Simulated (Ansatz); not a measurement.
# CuF (h-MgO (five-fold) type): Wannier inputs, tried as typed

Which of these Wannier inputs for CuF (h-MgO (five-fold) type) end well? Each is run as it stands.

Program: Ansatz 0.2.0. Level of theory: plane waves, PAW; the settings change from run to run, as each input shows. These are calculated values, not measurements.

2 further runs of the same task are left out: 2 that didn't finish.

## Step 1: The starting structure

Symmetry: P6_3/mmc, No. 194, hexagonal system. The conventional cell has a = 3.509 Å, b = 3.509 Å, c = 5.083 Å, α = 90.00°, β = 90.00°, γ = 120.00°. Cu (site symmetry -6m2) is surrounded by 3 F at 2.03 Å. F (site symmetry -6m2) is surrounded by 3 Cu at 2.03 Å.

As a file:

```cif
data_structure
_symmetry_space_group_name_H-M 'P 1'
_symmetry_Int_Tables_number 1
_cell_length_a 3.5087
_cell_length_b 3.5087
_cell_length_c 5.0825
_cell_angle_alpha 90.000
_cell_angle_beta 90.000
_cell_angle_gamma 120.000
_cell_volume 54.19
loop_
_atom_site_label
_atom_site_type_symbol
_atom_site_fract_x
_atom_site_fract_y
_atom_site_fract_z
_atom_site_occupancy
Cu1 Cu 0.33333 0.66667 0.25000 1
Cu2 Cu 0.66667 0.33333 0.75000 1
F1 F 0.66667 0.33333 0.25000 1
F2 F 0.33333 0.66667 0.75000 1
```

Cell and atoms come from an earlier r2SCAN relaxation. No spin polarisation is used; should the compound be magnetic, its bands and low-energy spectrum would differ.

## Step 2: Run 1

Contents of input.yaml:

```yaml
crystal:
  lattice:
    - [3.50865714, 0.0, 0.0]
    - [-1.75432857, 3.0385862164, 0.0]
    - [0.0, 0.0, 5.0825198265]
  atoms:
    - { symbol: Cu, position: [0.3333333333, 0.6666666667, 0.25] }
    - { symbol: Cu, position: [0.6666666667, 0.3333333333, 0.75] }
    - { symbol: F, position: [0.6666666667, 0.3333333333, 0.25] }
    - { symbol: F, position: [0.3333333333, 0.6666666667, 0.75] }
kpoints:
  mp_grid: { grid: [6, 6, 4] }
  band_path:
    path:
      - [[0.0, 0.0, 0.0], [0.5, 1.449876553869e-17, 2.416488289617e-18], [0.3333333333333, 0.3333333333333, 1.610992193078e-18], [0.0, 0.0, 0.0], [5.328607480494e-35, -2.664303740247e-35, 0.5], [0.5, 1.422151034472e-17, 0.5], [0.3333333333333, 0.3333333333333, 0.5], [5.328607480494e-35, -2.664303740247e-35, 0.5]]
      - [[0.5, 1.422151034472e-17, 0.5], [0.5, 1.449876553869e-17, 2.416488289617e-18]]
      - [[0.3333333333333, 0.3333333333333, 0.5], [0.3333333333333, 0.3333333333333, 1.610992193078e-18]]
    npoints: 10
hamiltonian:
  xc: r2scan
scf:
  occupations: { method: fermi_dirac, width: 0.02 }
  n_extra_bands: 16
output:
  forces: false
  stress: false
  eigenvalues: true
  wannier:
    kmesh: [6, 6, 4]
    projections: [{ species: Cu, l: d, shell: 3 }, { species: F, l: p, shell: 2 }]
    minimise: true
    write_hr: true
    conv_tol: 1.0e-08
    max_iter: 3000
    disentanglement: { window: [-1.95, 17.05], frozen_window: [2.05, 9.05] }
```

Command:

```console
ansatz run input.yaml --threads 4 --pin off --max-ram 3686MiB --backend cpu --events-out ev --progress --plain --runs-dir out
```

The log of the run:

```text
Warning: RAYON_NUM_THREADS=4 ignored (pool sized by the plan → 4); use --threads N
scf.n_extra_bands = 16 over 26 filled bands (N_el = 52.0): the run solves 42 bands
Engine: ansatz 0.2.0, x86_64-unknown-linux-gnu
Pseudopotentials: kind: paw
Pseudopotential: Cu, paw, valence charge 19, recommended cutoff 500 eV (meta_gga), Cu.paw.azcp
Pseudopotential: F, paw, valence charge 7, recommended cutoff 500 eV (meta_gga), F.paw.azcp
Functional definition: r2SCAN
  parameter k0 = 0.174
  parameter k1 = 0.065
  parameter a1 = 4.9479
  exchange = r2scan_x(k0 = k0, k1 = k1, a1 = a1)
  correlation = r2scan_c
Crystal: 4 atoms, lattice volume = 54.187 Å³
Basis set: ecut = 500 eV, 1387 PW (Γ), exchange–correlation on 108×108×160 points (64 copies of the dense FFT grid, shifted against one another)
Bands: 42, of which v1, the nominal top of the filled ones, is band 26 counted from 1 (25 counted from 0)
Symmetry: 24 space group operations
Space group: P63/mmc (ITA 194), of the structure as read, at distance tolerance 3.8e-5 Å
k-points: 21 of 144
Non-local potential: Cu, projectors of the file, l = 0: 3, l = 1: 2, l = 2: 3, l = 3: 1
Non-local potential: F, projectors of the file, l = 0: 2, l = 1: 2, l = 2: 1
PAW form: soft (Blöchl's): semilocal exchange-correlation on the pseudo side does not see the compensation charge
PAW frozen core: Cu, regenerated for the run's functional (the file was generated under x = pbe(κ = 0.804, μ = 0.2195149727645171), c = pbe(β = 0.06672455060314922))
PAW frozen core: F, regenerated for the run's functional (the file was generated under x = pbe(κ = 0.804, μ = 0.2195149727645171), c = pbe(β = 0.06672455060314922))
PAW one-centre angular grid: Cu, 590 points (default); XC on 160 Gauss nodes
PAW one-centre angular grid: F, 302 points (default); XC on 160 Gauss nodes
Initial density: superposition of atomic densities (neutral atoms: chi_scale 0, normalization atom), corrected by the library's trained network
Initial wavefunctions: pseudopotential atomic-orbital guess
Functional: x = r2scan, c = r2scan; τ floored in thin density (d = 2e-4 eV/Å³)
SCF iter   1: F=—  HF=-14879.961657 eV  |F-HF|=—  |Δ(HF+E_count)|=         —  Δρ=3.33e-2  dr2=3.54e-1  dr2_τ=4.25e-2  ethr=1.77e-3  ⟨swp⟩=5.3  Hψ=3668  notcnv=0  defer=58
preconditioner: auto → LDOS  [insulator: Δε(μ)=0.230 eV  Ē_g=20.052 eV  σ=0.020 eV  W_gap=0.75  n_scr=22 (ndim 8)  ℏωp=30.3 eV  f_vac=0.159  D(μ)=1.67/eV (n_scr^D=8)  ε∞_Penn≈3.3  β→1.0]
SCF iter   2: F=—  HF=-14880.321223 eV  |F-HF|=—  |Δ(HF+E_count)|=   3.60e-1  Δρ=7.18e-2  dr2=1.62e0  dr2_τ=1.50e-2  ethr=6.81e-4  ⟨swp⟩=3.0  Hψ=1904  notcnv=0  defer=171  recentre
SCF iter   3: F=—  HF=-14879.929533 eV  |F-HF|=—  |Δ(HF+E_count)|=   3.92e-1  Δρ=1.43e-2  dr2=6.77e-2  dr2_τ=6.16e-4  ethr=6.81e-4  ⟨swp⟩=2.8  Hψ=1507  notcnv=0  defer=171
SCF iter   4: F=—  HF=-14879.917583 eV  |F-HF|=—  |Δ(HF+E_count)|=   1.20e-2  Δρ=3.39e-3  dr2=4.50e-3  dr2_τ=1.53e-4  ethr=1.30e-4  ⟨swp⟩=2.0  Hψ=1205  notcnv=0  defer=171
SCF iter   5: F=—  HF=-14879.916740 eV  |F-HF|=—  |Δ(HF+E_count)|=   8.42e-4  Δρ=5.86e-4  dr2=9.13e-5  dr2_τ=7.03e-6  ethr=8.66e-6  ⟨swp⟩=2.2  Hψ=1010  notcnv=0  defer=171
SCF iter   6: F=—  HF=-14879.916745 eV  |F-HF|=—  |Δ(HF+E_count)|=   4.18e-6  Δρ=1.45e-4  dr2=7.26e-6  dr2_τ=2.39e-7  ethr=1.76e-7  ⟨swp⟩=2.0  Hψ=917  notcnv=0  defer=171
SCF iter   7: F=—  HF=-14879.916744 eV  |F-HF|=—  |Δ(HF+E_count)|=   1.11e-6  Δρ=2.71e-5  dr2=2.46e-7  dr2_τ=1.56e-8  ethr=1.40e-8  ⟨swp⟩=1.1  Hψ=753  notcnv=0  defer=171
SCF iter   8: F=-14879.916744 eV  HF=-14879.916744 eV  |F-HF|=7.13e-10  |Δ(HF+E_count)|=   1.95e-8  Δρ=2.78e-6  dr2=3.38e-9  dr2_τ=1.35e-10  ethr=1.92e-10  ⟨swp⟩=7.8  Hψ=3392  notcnv=0
SCF 1 converged in 8 iterations: F = -14879.916744 eV  dr2 = 3.38e-9
NSCF: frozen V_eff on 93 k-points
NSCF: frozen V_eff on 25 k-points
the Wannier pass solved 25 of the 144 points of its mesh, and has the states at the others by symmetry: states obtained by the crystal's operations at points that were solved too leave a residual of 7.02e-13 eV (read by the count's bands and the next), within 5.56e-6 eV
SCF converged after 8 iterations
Free energy (F): -14879.916744 eV
Harris-Foulkes:  -14879.916744 eV  (|F-HF|=7.13e-10)
Internal energy: -14879.913214 eV  (E = F + TS)
E sigma→0 (E₀):  -14879.914979 eV
Entropy (-TS):   -0.003529 eV (-0.882 meV/atom)
Fermi energy:    8.062021 eV
--- Per-component energies (eV) ---
  E_band       = -1089.906694
  E_kinetic    = 1014.950499
  E_local      = -11409.767650  (includes V_loc(G=0)·N_el)
  E_nonlocal   = 986.825050
  E_hartree    = 4976.030902
  E_xc         = -317.597502
  E_vxc        = -467.448901  (∫ρ·V_xc dr)
  E_paw        = -3804.372478  (= ΣΔE_a)
  E_vpaw       = -1199.334262  (= ΣTr[D̂ρ^β])
  E_aug_tail   = 0.002369  (compensation charges beyond the density's cutoff)
  E_vtau       = 32.797997  (kinetic-family band-sum trace: ∫τ·v_τ [+ j·A + Jᵃ·Aᵃ] dr)
  E_ewald      = -6325.319405
  E_core_change = -0.664999  (= ΣΔE_core)
  E_smearing   = -0.003529  (= −TS)
  E_closure    = 0.000000  (closes the sum)
  Σ components = -14879.916744   (vs F -14879.916744, Δ=0.00e0)
--- Band table (eV; the first three rows and the last of 21) ---
  k-point 0: bands = ["-106.4327", "-106.4324", "-62.3923", "-62.3880", "-62.3075", "-62.3075", "-62.3065", "-62.3065", "-18.2894", "-18.0754", "0.6562", "0.8702", "0.8702", "1.0590", "1.0590", "2.3340", "6.1984", "6.8036", "6.8036", "7.1543", "7.1602", "7.1602", "7.2967", "8.0310", "8.0310", "8.0549", "8.0549", "12.1263", "13.4469", "19.8662", "19.8662", "20.6501", "20.6501", "22.6469", "24.1577", "25.9062", "25.9269", "25.9269", "26.2470", "26.2470", "27.8353", "29.3404"]
  k-point 1: bands = ["-106.4327", "-106.4325", "-62.3917", "-62.3887", "-62.3074", "-62.3074", "-62.3066", "-62.3066", "-18.2574", "-18.1060", "0.7763", "0.8939", "0.8939", "1.0272", "1.0272", "1.8775", "6.8699", "6.8699", "6.8864", "7.1222", "7.1222", "7.1966", "7.4453", "8.0340", "8.0340", "8.0507", "8.0507", "10.6717", "15.1621", "19.8358", "19.8358", "20.3471", "20.3471", "21.2212", "23.4410", "25.4312", "26.2188", "26.2188", "26.6185", "26.6185", "28.1106", "29.9550"]
  k-point 2: bands = ["-106.4326", "-106.4326", "-62.3902", "-62.3902", "-62.3070", "-62.3070", "-62.3070", "-62.3070", "-18.1811", "-18.1811", "0.9565", "0.9565", "0.9565", "0.9565", "1.1888", "1.1888", "7.0102", "7.0102", "7.0102", "7.0102", "7.2218", "7.2218", "8.0417", "8.0417", "8.0417", "8.0417", "8.8180", "8.8180", "17.9239", "17.9239", "19.9410", "19.9410", "19.9410", "19.9410", "24.2623", "24.2623", "26.6975", "26.6975", "26.6975", "26.6975", "29.4767", "29.4767"]
  k-point 20: bands = ["-106.4325", "-106.4325", "-62.3901", "-62.3901", "-62.3084", "-62.3084", "-62.3080", "-62.3080", "-18.0757", "-18.0757", "0.3748", "0.3748", "0.8652", "0.8652", "1.6349", "1.6349", "6.6170", "6.6170", "6.9810", "6.9810", "7.2594", "7.2594", "7.3377", "7.3377", "7.4850", "7.4850", "14.1174", "14.1174", "14.3928", "14.3928", "14.4320", "14.4320", "22.3144", "22.3144", "23.7895", "23.7895", "27.6365", "27.6365", "28.4366", "28.4366", "30.7870", "30.7870"]
Error: a combination of the trial orbitals is all but absent from the optimal subspace at ik = 0: its weight there is 3.6e-15 of the largest combination's or less, which the computation cannot tell from zero, so that the projections give no starting gauge (the trial orbitals are those of output.wannier.projections, and ik = 0 is k-point 1 of the .win and .amn files); move output.wannier.disentanglement.frozen_window, whose bands are always kept in the subspace
```

Run time: 16 s. Hardware: 4 threads of Intel Xeon Platinum 8259CL at 2.50GHz (Skylake/Cascade Lake), shared host; peak memory 0.59 GiB.

**Diagnosis.** It ended in an error. Some combination of the trial orbitals has almost no weight, at one k point, in the states chosen from the window. Fix: choose trial orbitals that match the bands, or move the windows as the message advises.

## Step 3: Run 2

Edit input.yaml of step 2 so:

```diff
@@ -19,6 +19,6 @@
 hamiltonian:
-  xc: r2scan
+  xc: pbe
 scf:
   occupations: { method: fermi_dirac, width: 0.02 }
-  n_extra_bands: 16
+  n_extra_bands: 6
 output:
@@ -29,3 +29,3 @@
     kmesh: [6, 6, 4]
-    projections: [{ species: Cu, l: d, shell: 3 }, { species: F, l: p, shell: 2 }]
+    projections: []
     minimise: true
@@ -33,3 +33,2 @@
     conv_tol: 1.0e-08
-    max_iter: 3000
-    disentanglement: { window: [-1.95, 17.05], frozen_window: [2.05, 9.05] }
+    max_iter: 1000
```

Command:

```console
ansatz run input.yaml --threads 4 --pin off --max-ram 3686MiB --backend cpu --events-out ev --progress --plain --runs-dir out
```

The log of the run:

```text
Error: invalid value for `output.wannier.projections`: must list at least one trial orbital
```

Wall time 0.15 s (4 threads of Intel Xeon Platinum 8259CL at 2.50GHz (Skylake/Cascade Lake), shared host); peak memory 0.088 GiB.

**Diagnosis.** Refused before any calculation. No trial orbital is listed. To mend it, list the trial orbitals.

## Step 4: Run 3

Edit input.yaml of step 3 so:

```diff
@@ -29,3 +29,3 @@
     kmesh: [6, 6, 4]
-    projections: []
+    projections: [{ species: Cu, l: d, shell: 3 }]
     minimise: true
@@ -34 +34,2 @@
     max_iter: 1000
+    stability_check: false
```

Command:

```console
ansatz run input.yaml --threads 4 --pin off --max-ram 3686MiB --backend cpu --events-out ev --progress --plain --runs-dir out
```

The log of the run:

```text
Warning: RAYON_NUM_THREADS=4 ignored (pool sized by the plan → 4); use --threads N
scf.n_extra_bands = 6 over 26 filled bands (N_el = 52.0): the run solves 32 bands
[... 2 set-up lines as earlier in the session ...]
Pseudopotential: Cu, paw, valence charge 19, recommended cutoff 420 eV (normal), Cu.paw.azcp
Pseudopotential: F, paw, valence charge 7, recommended cutoff 420 eV (normal), F.paw.azcp
Functional definition: PBE
  parameter kappa = 0.804
  parameter beta = 0.06672455060314922
  exchange = pbe_x(kappa = kappa, mu = beta*pi^2/3)
  correlation = pbe_c(beta = beta)
Crystal: 4 atoms, lattice volume = 54.187 Å³
Basis set: ecut = 420 eV, 1043 PW (Γ)
Bands: 32, of which v1, the nominal top of the filled ones, is band 26 counted from 1 (25 counted from 0)
[... 2 set-up lines as earlier in the session ...]
k-points: 21 of 144
[... 3 set-up lines as earlier in the session ...]
PAW one-centre angular grid: Cu, 590 points (default); XC on 64 Gauss nodes
PAW one-centre angular grid: F, 110 points (default); XC on 64 Gauss nodes
[... 2 set-up lines as earlier in the session ...]
Functional: x = pbe(κ = 0.804, μ = 0.2195149727645171), c = pbe(β = 0.06672455060314922)
SCF iter   1: F=—  HF=-14864.578653 eV  |F-HF|=—  |Δ(HF+E_count)|=         —  Δρ=4.89e-3  dr2=8.04e-3  ethr=1.77e-3  ⟨swp⟩=5.0  Hψ=2486  notcnv=0
preconditioner: auto → LDOS  [metal: Δε(μ)=0.007 eV  Ē_g=11.851 eV  σ=0.020 eV  W_gap=0.09  n_scr=22 (ndim 8)  ℏωp=30.3 eV  f_vac=0.158  D(μ)=3.67/eV (n_scr^D=34)  β→1.0]
SCF iter   2: F=—  HF=-14864.580017 eV  |F-HF|=—  |Δ(HF+E_count)|=   1.36e-3  Δρ=5.40e-3  dr2=8.33e-3  ethr=1.55e-5  ⟨swp⟩=2.0  Hψ=1314  notcnv=0  defer=30
SCF iter   3: F=—  HF=-14864.578720 eV  |F-HF|=—  |Δ(HF+E_count)|=   1.30e-3  Δρ=3.23e-3  dr2=3.12e-3  ethr=1.55e-5  ⟨swp⟩=3.0  Hψ=1225  notcnv=0  defer=30
SCF iter   4: F=—  HF=-14864.578097 eV  |F-HF|=—  |Δ(HF+E_count)|=   6.24e-4  Δρ=1.31e-3  dr2=5.27e-4  ethr=6.00e-6  ⟨swp⟩=2.0  Hψ=817  notcnv=0  defer=30
SCF iter   5: F=—  HF=-14864.577989 eV  |F-HF|=—  |Δ(HF+E_count)|=   1.07e-4  Δρ=3.38e-4  dr2=3.98e-5  ethr=1.01e-6  ⟨swp⟩=2.0  Hψ=842  notcnv=0  defer=30
SCF iter   6: F=—  HF=-14864.577981 eV  |F-HF|=—  |Δ(HF+E_count)|=   8.06e-6  Δρ=6.39e-5  dr2=1.44e-6  ethr=7.65e-8  ⟨swp⟩=2.0  Hψ=853  notcnv=0  defer=30
SCF iter   7: F=—  HF=-14864.577981 eV  |F-HF|=—  |Δ(HF+E_count)|=   4.79e-8  Δρ=1.85e-5  dr2=1.21e-7  ethr=2.77e-9  ⟨swp⟩=2.4  Hψ=968  notcnv=0  defer=30
SCF iter   8: F=-14864.577981 eV  HF=-14864.577981 eV  |F-HF|=3.81e-9  |Δ(HF+E_count)|=   1.08e-8  Δρ=3.86e-6  dr2=5.89e-9  ethr=1.92e-10  ⟨swp⟩=5.0  Hψ=1648  notcnv=0
SCF 1 converged in 8 iterations: F = -14864.577981 eV  dr2 = 5.89e-9
NSCF: frozen V_eff on 93 k-points
NSCF: frozen V_eff on 25 k-points
the Wannier pass solved 25 of the 144 points of its mesh, and has the states at the others by symmetry: states obtained by the crystal's operations at points that were solved too leave a residual of 3.92e-13 eV (read by the count's bands and the next), within 5.56e-6 eV
NSCF: frozen V_eff on 25 k-points
the Wannier pass solved 25 of the 144 points of its mesh, and has the states at the others by symmetry: states obtained by the crystal's operations at points that were solved too leave a residual of 6.86e-13 eV (read by the count's bands and the next), within 5.56e-6 eV
SCF converged after 8 iterations
Free energy (F): -14864.577981 eV
Harris-Foulkes:  -14864.577981 eV  (|F-HF|=3.81e-9)
Internal energy: -14864.573670 eV  (E = F + TS)
E sigma→0 (E₀):  -14864.575826 eV
Entropy (-TS):   -0.004311 eV (-1.078 meV/atom)
Fermi energy:    8.214927 eV
--- Per-component energies (eV) ---
  E_band       = -1028.966426
  E_kinetic    = 1011.959300
  E_local      = -11373.732315  (includes V_loc(G=0)·N_el)
  E_nonlocal   = 972.374411
  E_hartree    = 4945.504271
  E_xc         = -330.942386
  E_vxc        = -425.218899  (∫ρ·V_xc dr)
  E_paw        = -3764.422639  (= ΣΔE_a)
  E_vpaw       = -1105.372711  (= ΣTr[D̂ρ^β])
  E_aug_tail   = 0.005094  (compensation charges beyond the density's cutoff)
  E_ewald      = -6325.319405
  E_smearing   = -0.004311  (= −TS)
  E_closure    = 0.000000  (closes the sum)
  Σ components = -14864.577981   (vs F -14864.577981, Δ=0.00e0)
--- Band table (eV; the first three rows and the last of 21) ---
  k-point 0: bands = ["-102.5308", "-102.5305", "-60.0061", "-60.0016", "-59.9568", "-59.9568", "-59.9557", "-59.9557", "-16.5976", "-16.3653", "1.2144", "1.4024", "1.4024", "1.5950", "1.5950", "2.9455", "6.2542", "7.0006", "7.0006", "7.3374", "7.3673", "7.3673", "7.3831", "8.2023", "8.2023", "8.2249", "8.2249", "11.9075", "13.3455", "19.5346", "19.5346", "20.1536"]
  k-point 1: bands = ["-102.5307", "-102.5306", "-60.0055", "-60.0023", "-59.9566", "-59.9566", "-59.9558", "-59.9558", "-16.5628", "-16.3986", "1.3302", "1.4261", "1.4261", "1.5624", "1.5624", "2.4493", "7.0378", "7.0687", "7.0687", "7.3282", "7.3282", "7.3762", "7.4639", "8.2051", "8.2051", "8.2208", "8.2208", "10.5781", "14.9342", "19.4924", "19.4924", "19.8991"]
  k-point 2: bands = ["-102.5306", "-102.5306", "-60.0038", "-60.0038", "-59.9562", "-59.9562", "-59.9562", "-59.9562", "-16.4800", "-16.4800", "1.4900", "1.4900", "1.4900", "1.4900", "1.7403", "1.7403", "7.2130", "7.2130", "7.2130", "7.2130", "7.3996", "7.3996", "8.2123", "8.2123", "8.2123", "8.2123", "8.7953", "8.7953", "17.6065", "17.6065", "19.5597", "19.5597"]
  k-point 20: bands = ["-102.5306", "-102.5306", "-60.0038", "-60.0038", "-59.9576", "-59.9576", "-59.9573", "-59.9573", "-16.3649", "-16.3649", "0.8820", "0.8820", "1.4038", "1.4038", "2.2089", "2.2089", "6.7891", "6.7891", "7.1622", "7.1622", "7.4748", "7.4748", "7.4875", "7.4875", "7.6938", "7.6938", "13.8170", "13.8170", "14.1337", "14.1337", "14.4404", "14.4404"]
Wannier search: line search 1 of at most 1000: gauge-dependent spread (as the search counts it) 0.0862643 Å², largest recent change 7.2e-3 Å² against conv_tol 1.0e-8 Å², 0 stops escaped
Wannier search: line search 100 of at most 1000: gauge-dependent spread (as the search counts it) 0.0822607 Å², largest recent change 4.9e-7 Å² against conv_tol 1.0e-8 Å², 0 stops escaped
Wannier search: line search 200 of at most 1000: gauge-dependent spread (as the search counts it) 0.0822240 Å², largest recent change 5.4e-7 Å² against conv_tol 1.0e-8 Å², 0 stops escaped
Wannier search: line search 300 of at most 1000: gauge-dependent spread (as the search counts it) 0.0821925 Å², largest recent change 4.1e-7 Å² against conv_tol 1.0e-8 Å², 0 stops escaped
Wannier search: line search 400 of at most 1000: gauge-dependent spread (as the search counts it) 0.0821648 Å², largest recent change 3.7e-7 Å² against conv_tol 1.0e-8 Å², 0 stops escaped
Wannier search: line search 500 of at most 1000: gauge-dependent spread (as the search counts it) 0.0821399 Å², largest recent change 4.0e-7 Å² against conv_tol 1.0e-8 Å², 0 stops escaped
Wannier search: line search 600 of at most 1000: gauge-dependent spread (as the search counts it) 0.0821184 Å², largest recent change 2.8e-7 Å² against conv_tol 1.0e-8 Å², 0 stops escaped
Wannier search: line search 700 of at most 1000: gauge-dependent spread (as the search counts it) 0.0820993 Å², largest recent change 2.5e-7 Å² against conv_tol 1.0e-8 Å², 0 stops escaped
Wannier search: line search 800 of at most 1000: gauge-dependent spread (as the search counts it) 0.0820822 Å², largest recent change 2.7e-7 Å² against conv_tol 1.0e-8 Å², 0 stops escaped
Wannier search: line search 900 of at most 1000: gauge-dependent spread (as the search counts it) 0.0820674 Å², largest recent change 1.9e-7 Å² against conv_tol 1.0e-8 Å², 0 stops escaped
Wannier search: line search 1000 of at most 1000: gauge-dependent spread (as the search counts it) 0.0820543 Å², largest recent change 1.7e-7 Å² against conv_tol 1.0e-8 Å², 0 stops escaped
Error: MLWF gauge products (tight-binding model / AHC scan) refused: spread minimisation did not converge (1000 line searches; its last line searches changed the spread by 1.7e-7 Å² at most; in the .spreads.toml file omega_d_ang2 is 7.452e-3 of an omega_total_ang2 of 6.984e0) — output.wannier.max_iter raises the budget of line searches: a rerun under a larger one that converges, or whose omega_d_ang2 + omega_od_ang2 ends lower by much more than its last changes, shows that the search was still descending; failing that, if its last changes of the spread are small and the .spreads.toml file's omega_d_ang2 is a small part of its omega_total_ang2, the search rests on a plateau: set output.wannier.conv_tol a little above those changes (a looser conv_tol leaves a stop farther from its stationary point); if not, a looser conv_tol would pass a gauge far from the minimum: give the search better projections (output.wannier.projections)
```

Run time: 11 s. Hardware: 4 threads of Intel Xeon Platinum 8259CL at 2.50GHz (Skylake/Cascade Lake), shared host; peak memory 0.46 GiB.

The run did not converge. The last message names the cause.

## Step 5: Summary

```tsv
run	settings	ended	fault	time
1	r2SCAN, 16 functions, 6×6×4, window -1.95 to 17.05 eV, frozen 2.05 to 9.05 eV	stopped by an error	some combination of the trial orbitals has almost no weight, at one k point, in the states chosen from the window	16 s
2	PBE, 0 functions, 6×6×4	refused	no trial orbital is listed	0.15 s
3	PBE, 10 functions, 6×6×4	not converged	see the message	11 s
```

In words: 1 stopped by an error, 1 refused, 1 not converged. No run passed without a fault or warning, so no result is quoted.
